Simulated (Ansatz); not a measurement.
**Mg3BiSb (P3m1): scan of one input key**

The task is a scan of one input key, for Mg3BiSb (P3m1).

Program: Ansatz 0.2.0, driven from Python. Level of theory: DFT PBEsol, plane waves, PAW. These are calculated values, not measurements.

### 1 The system

It takes space group P3m1 (No. 156, trigonal). The conventional cell has a = 4.664 Å, b = 4.664 Å, c = 7.360 Å, α = 90.00°, β = 90.00°, γ = 120.00°. Mg (site symmetry 3m) has 3 Sb at 3.14 Å and 3 Bi at 3.16 Å as nearest neighbours. Mg (site symmetry 3m) has 3 Sb at 2.88 Å and 1 Bi at 3.05 Å and 3 Mg at 3.31 Å as nearest neighbours. Mg (site symmetry 3m) has 3 Bi at 2.92 Å and 1 Sb at 2.95 Å and 3 Mg at 3.31 Å as nearest neighbours. Around Sb (site symmetry 3m) lie 7 Mg at 2.88 to 3.14 Å. Bi (site symmetry 3m) has 7 Mg at 2.92 to 3.16 Å as nearest neighbours.

The script holds or builds the structure itself.

### 2 The code

run_edit.py reads:

```python
'''Editing single keys of the input for Mg3BiSb.'''

import logging
import sys

import ansatz as az
import numpy as np
from tabulate import tabulate

logging.basicConfig(stream=sys.stdout, format='%(levelname)s:%(name)s:%(message)s')
log = logging.getLogger('calc')
log.setLevel(logging.INFO)


def main() -> None:
    vectors = np.array([
        [4.66434, 0.0, 0.0],
        [-2.33217, 4.039437, 0.0],
        [0.0, 0.0, 7.360345],
    ])
    cell = (
        az.Lattice.of(vectors)
        .atom('Mg', [0.0, 0.0, 0.004493])
        .atom('Mg', [1 / 3, 2 / 3, 0.364936])
        .atom('Mg', [2 / 3, 1 / 3, 0.625856])
        .atom('Sb', [2 / 3, 1 / 3, 0.22507])
        .atom('Bi', [1 / 3, 2 / 3, 0.779645])
    )

    base = cell.calculation().functional('pbesol').occupations('cold').basis(470).kpoints(6, 6, 4).band_table()
    typed = base.input()
    rows = []
    for value in [2, 6, 12]:
        edited = typed.set(az.key.scf.n_extra_bands, value)
        rep = az.Session.from_dict(edited).plan().execute().report
        rows.append((value, rep['free_energy_ev'], rep['n_iterations'], len(rep['eigenvalues_ev'][0]) if 'eigenvalues_ev' in rep else 0))
    print(tabulate(rows, headers=['extra bands', 'F eV', 'iterations', 'bands listed'], floatfmt='.4f', tablefmt='github'))


if __name__ == '__main__':
    main()
```

### 3 Launch

Run with:

```
> python run_edit.py
```

**Question.** What results will this script give? Wanted: last run but one, from the last.

**Answer**, as computed:

```
                              quantity           value
                         runs compared               3
       last run but one, from the last  -0.00 meV/atom
within 5 meV/atom of the last run from               2
```

**Reading.** Runs 1, 2, 3: each has settings that are off on purpose, so what rests on them isn't a property of the system. From scf.n_extra_bands 2 on, the energy stays within 1 meV/atom of the last run. Notes:
- Cold and Methfessel-Paxton smearing aren't meant for a gap as narrow as their width.
- Spin-orbit coupling, which matters for elements this heavy, is left out.
- This cell is a computed structure, which may not be the phase found in nature.
